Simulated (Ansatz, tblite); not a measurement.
# GeClF3: one state, many levels

An exercise on one series of results from a longer session: the logs are not shown, and one member is left open.

The runs use Ansatz 0.2.0, Gaussian basis; as each input shows.

Levels to be run: GFN1-xTB, GFN2-xTB, PBE-D4/def2-TZVP, r2SCAN-D4/def2-TZVP, ωB97M-V/def2-TZVP, HF/def2-TZVP, LC-ωPBE/def2-TZVP, BLYP-D4/def2-TZVP, B2PLYP/def2-TZVP, B3LYP-D4/def2-TZVP, CAM-B3LYP-D4/def2-TZVP, PBE-D4/def2-SVP, PBE0-D4/def2-SVP, HF/STO-3G, HF/6-31G, B3LYP-D4/6-31G, PBE0-D4/def2-TZVPD, PBE-D4/def2-TZVPD, r2SCAN-D4/def2-TZVPD, CCSD(T)/def2-TZVPP, MP2/def2-TZVP, RPA/def2-TZVP.

## The relaxed structure

The geometry is that of the singlet, from an earlier relaxation (PBE-D4/def2-SVP).

5 atoms, charge 0, spin multiplicity 1.

Bond lengths: Ge1–Cl2 2.120 Å, Ge1–F3 1.726 Å, Ge1–F4 1.726 Å, Ge1–F5 1.726 Å. Angles: Cl2–Ge1–F3 111.2°, Cl2–Ge1–F4 111.2°, Cl2–Ge1–F5 111.2°, F3–Ge1–F4 107.7°, F3–Ge1–F5 107.7°, F4–Ge1–F5 107.7°.

PBE0-D4/def2-TZVP was run before; its log isn't repeated, and its numbers join the tables.

Set-up of the first run:

Tight binding, by tblite at 300 K electronic temperature and without a spin-polarisation term:

```python
tblite.interface.Calculator('GFN1-xTB', numbers, positions, charge=0, uhf=0).singlepoint()
```

Tight binding, by tblite at 300 K electronic temperature and without a spin-polarisation term:

```python
tblite.interface.Calculator('GFN2-xTB', numbers, positions, charge=0, uhf=0).singlepoint()
```

start.molden holds the orbitals of an earlier run on this state, given as this run's starting guess.

File in.yaml:

```yaml
crystal:
  periodic: [false, false, false]
  atoms:
    - {symbol: Ge, position_ang: [-0.000282, 0.000465, -0.049084]}
    - {symbol: Cl, position_ang: [0.013038, -0.019038, 2.070882]}
    - {symbol: F, position_ang: [1.604764, 0.010689, -0.683987]}
    - {symbol: F, position_ang: [-0.812585, 1.397289, -0.656086]}
    - {symbol: F, position_ang: [-0.804935, -1.389396, -0.681724]}
basis:
  gaussian: {orbitals: def2-TZVP, initial_orbitals: start.molden}
hamiltonian: {xc: pbe, dispersion: d4}
scf: {omitted_lower_state_checks: [starts]}
output: {orbitals: {seedname: orbitals}}
```

Launch:

```bash
> ansatz run in.yaml --threads 4 --pin off --events-out ev --progress --plain --max-ram 3916MiB
```

Among the steps run: PBE-D4/def2-TZVP; r2SCAN-D4/def2-TZVP; ωB97M-V/def2-TZVP; HF/def2-TZVP; LC-ωPBE/def2-TZVP; BLYP-D4/def2-TZVP; B2PLYP/def2-TZVP; B3LYP-D4/def2-TZVP; CAM-B3LYP-D4/def2-TZVP; PBE-D4/def2-SVP; PBE0-D4/def2-SVP; HF/STO-3G; HF/6-31G; B3LYP-D4/6-31G; PBE0-D4/def2-TZVPD; PBE-D4/def2-TZVPD; r2SCAN-D4/def2-TZVPD; CCSD(T)/def2-TZVPP; MP2/def2-TZVP; RPA/def2-TZVP.

One table of the session follows, with a row left open; its other results are not shown here.

```
                 level  HOMO (eV)  gap (eV)
             HF/STO-3G          ?         ?
              HF/6-31G     -14.70     15.49
          HF/def2-TZVP     -14.25     16.26
       PBE-D4/def2-SVP      -8.87      5.76
      PBE-D4/def2-TZVP      -9.09      5.75
     PBE-D4/def2-TZVPD      -9.16      5.67
     BLYP-D4/def2-TZVP      -8.93      5.62
   r2SCAN-D4/def2-TZVP      -9.52      6.48
  r2SCAN-D4/def2-TZVPD      -9.55      6.42
        B3LYP-D4/6-31G     -10.54      7.18
    B3LYP-D4/def2-TZVP     -10.35      7.71
      PBE0-D4/def2-SVP     -10.54      8.41
     PBE0-D4/def2-TZVP     -10.66      8.39
    PBE0-D4/def2-TZVPD     -10.69      8.27
CAM-B3LYP-D4/def2-TZVP     -12.09     10.85
     LC-ωPBE/def2-TZVP     -13.55     13.71
     ωB97M-V/def2-TZVP     -12.97     12.90
```

**Question.** Estimate the row for HF/STO-3G.

As computed: HOMO (eV): -11.16; gap (eV): 18.27. In the column «HOMO (eV)» it lies between CAM-B3LYP-D4/def2-TZVP (-12.09) and PBE0-D4/def2-TZVPD (-10.69).
